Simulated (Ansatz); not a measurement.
Zr₃Cu, space group Pm-3m, a band structure

With Ansatz 0.2.0 through its Python package.

Notebook, run cell by cell (the value of a cell's last expression is shown):

In [1]:
```python
import warnings

import ansatz as az
import matplotlib.pyplot as plt
import numpy as np
from pymatgen.core import Lattice, Structure
from pymatgen.io.ase import AseAtomsAdaptor
```

In [2]:
```python
FUNCTIONAL = "r2scan"
MESH = (6, 6, 6)
SMEARING = "fermi_dirac"
WIDTH_EV = 0.1
SCF_TOL = 1e-07
EXTRA_BANDS = 6

warnings.simplefilter("ignore", az.DeckWarning)
```

In [3]:
```python
pmg_structure = Structure(
    Lattice([(4.31152, 0.0, 0.0), (0.0, 4.31152, 0.0), (0.0, 0.0, 4.31152)]),
    ["Zr", "Zr", "Zr", "Cu"],
    [
        (0.5, 0.5, 0.0),
        (0.5, 0.0, 0.5),
        (0.0, 0.5, 0.5),
        (0.0, 0.0, 0.0),
    ],
)
crystal = az.Crystal.from_ase(AseAtomsAdaptor.get_atoms(pmg_structure))
```

In [4]:
```python
len(crystal.resolved().sites)
```
Out [4]:
```text
4
```

In [5]:
```python
path = [
    ("G", (0.0, 0.0, 0.0)),
    ("X", (0.0, 0.5, 0.0)),
    ("M", (0.5, 0.5, 0.0)),
    ("G", (0.0, 0.0, 0.0)),
    ("R", (0.5, 0.5, 0.5)),
]
job = crystal.calculation()
job = job.functional(FUNCTIONAL).pseudopotentials("paw")
job = job.basis(24 * az.Ha).kpoints(*MESH)
job = job.occupations(SMEARING, width=WIDTH_EV)
job = job.scf(tolerance=SCF_TOL).band_structure([point for _, point in path], intervals=4)
job = job.scf(extra_bands=EXTRA_BANDS)
job = job.band_table().stress()
session = job.session()
planned = session.plan(threads=1)
result = planned.execute()
rep = result.report

rep["n_iterations"], rep["closed_by"]
```
Out [5]:
```text
(11, 'deck_thresholds')
```

In [6]:
```python
rep["published_state_doubts"]
```
Out [6]:
```text
[]
```

In [7]:
```python
n_atoms = len(rep["lattice"]["sites"])
print("F =", round(rep["free_energy_ev"], 4), "eV for", n_atoms, "atoms")
print("E(sigma -> 0) =", round(rep["energy_sigma0_ev"], 4), "eV, TS =", round(rep["entropy_ts_ev"], 5), "eV")
print("closed by", rep["closed_by"], "after", rep["n_iterations"], "iterations")

fermi = rep["fermi_energy_ev"]
print("levels less the Fermi level (eV) at the first k-points (first spin channel where there are two)")
for k, levels in list(zip(rep["kpoints_frac"], rep["eigenvalues_ev"]))[:6]:
    print("k = ({:.3f}, {:.3f}, {:.3f})".format(*k))
    print("   ", " ".join(f"{e - fermi:.3f}" for e in levels))
```
```text
F = -19216.1384 eV for 4 atoms
E(sigma -> 0) = -19216.0583 eV, TS = 0.16017 eV
closed by deck_thresholds after 11 iterations
levels less the Fermi level (eV) at the first k-points (first spin channel where there are two)
k = (0.000, 0.000, 0.000)
    -116.328 -72.126 -72.126 -72.126 -50.250 -49.979 -49.979 -28.029 -28.029 -28.029 -27.359 -27.359 -27.359 -26.993 -26.993 -26.993 -6.466 -3.984 -3.530 -3.530 -3.201 -3.201 -3.201 -1.024 -1.024 -1.024 -0.443 -0.443 2.796 2.796 2.796 3.403 3.403 3.403
k = (0.000, 0.000, 0.167)
    -116.328 -72.126 -72.126 -72.126 -50.234 -49.995 -49.979 -27.991 -27.991 -27.971 -27.374 -27.374 -27.366 -27.075 -27.021 -27.021 -6.148 -3.730 -3.436 -3.399 -3.134 -3.098 -3.098 -1.038 -0.938 -0.938 -0.786 -0.256 1.878 1.878 2.356 3.151 4.140 4.140
k = (0.000, 0.000, 0.333)
    -116.328 -72.126 -72.126 -72.126 -50.193 -50.036 -49.978 -27.898 -27.898 -27.806 -27.424 -27.424 -27.381 -27.285 -27.075 -27.075 -5.282 -3.458 -3.147 -2.988 -2.950 -2.863 -2.863 -1.729 -1.074 -0.812 -0.812 0.323 1.213 1.213 1.855 2.683 3.061 3.636
k = (0.000, 0.000, -0.500)
    -116.328 -72.126 -72.126 -72.126 -50.160 -50.070 -49.978 -27.836 -27.836 -27.599 -27.515 -27.467 -27.467 -27.388 -27.100 -27.100 -4.391 -3.782 -3.028 -2.907 -2.723 -2.723 -2.500 -2.314 -1.096 -0.814 -0.814 0.853 1.132 1.132 1.764 2.194 2.464 3.093
k = (0.000, 0.167, 0.167)
    -116.328 -72.126 -72.126 -72.126 -50.219 -50.001 -49.987 -28.019 -27.952 -27.861 -27.453 -27.386 -27.316 -27.178 -27.055 -27.001 -5.848 -3.481 -3.329 -3.308 -3.054 -3.036 -3.000 -1.156 -0.962 -0.799 -0.666 -0.421 1.201 1.578 2.018 3.575 3.841 4.132
k = (0.000, 0.167, 0.333)
    -116.328 -72.126 -72.126 -72.126 -50.180 -50.037 -49.990 -27.963 -27.855 -27.710 -27.568 -27.427 -27.342 -27.262 -27.121 -27.040 -5.030 -3.252 -3.082 -2.934 -2.888 -2.841 -2.745 -1.674 -1.156 -0.992 -0.490 -0.007 0.718 1.081 1.759 2.793 2.899 3.759
```

In [8]:
```python
stress = np.array(rep["stress_gpa"])
print(f"pressure {np.trace(stress) / 3:.3f} GPa")
print("stress tensor, GPa, positive in compression")
np.round(stress, 3) + 0.0
```
```text
pressure -0.619 GPa
stress tensor, GPa, positive in compression
```
Out [8]:
```text
array([[-0.619,  0.   ,  0.   ],
       [ 0.   , -0.619,  0.   ],
       [ 0.   ,  0.   , -0.619]])
```

In [9]:
```python
bands = result.band_structure()
fermi = bands.fermi_energy_ev
print(f"zero of the bands: {fermi:.3f} eV, the Fermi level found on the SCF mesh")
reciprocal = 2 * np.pi * np.linalg.inv(result.lattice.cell_ang).T
steps = np.linalg.norm(np.diff(bands.kpoints_frac @ reciprocal, axis=0), axis=1)
distance = np.concatenate([[0], np.cumsum(steps)])
fig, ax = plt.subplots(figsize=(5, 4))
for channel, colour in zip(bands.channels, ("C0", "C3")):
    ax.plot(distance, channel.eigenvalues_ev - fermi, colour, lw=1)
ax.set_xticks(distance[::4], [label for label, _ in path])
ax.set(ylim=(-8, 8), ylabel="E - E_F (eV)", xlim=(0, distance[-1]))
ax.grid(axis="x")
fig.savefig("bands.png", dpi=100)
first = bands.channels[0].eigenvalues_ev - fermi
near = np.argsort(np.abs(first.mean(axis=0)))[:4]
for band in sorted(near):
    print(f"band {band + 1}: {first[:, band].min():.3f} to {first[:, band].max():.3f} eV")
```
```text
zero of the bands: 14.417 eV, the Fermi level found on the SCF mesh
band 26: -1.160 to 0.635 eV
band 27: -0.862 to 0.635 eV
band 28: -0.574 to 0.853 eV
band 29: -0.199 to 2.796 eV
```

Caveats:
- Absolute energies stand on the zero of these potentials, so only differences at equal settings mean something. A total without «per atom» is that of the cell as typed.
- Spin is left out of this run.
- The computed bands are complete only to about 2.7 eV above the Fermi level.
- For a metal this k-point mesh is coarse: on a finer one energies can move by several to tens of meV an atom and pressures by half a GPa or more, differences at one mesh by less.
- This cell is a computed structure, which may not be the phase found in nature.
- Gaps and levels are Kohn-Sham values on a finite set of k-points, without spin-orbit coupling.
- The script silences the warnings on its input, which a real study should read.
- Finished in 11 s on 1 thread of Intel(R) Xeon(R) Platinum 8488C (Sapphire Rapids) (shared host), peak memory 0.79 GiB.
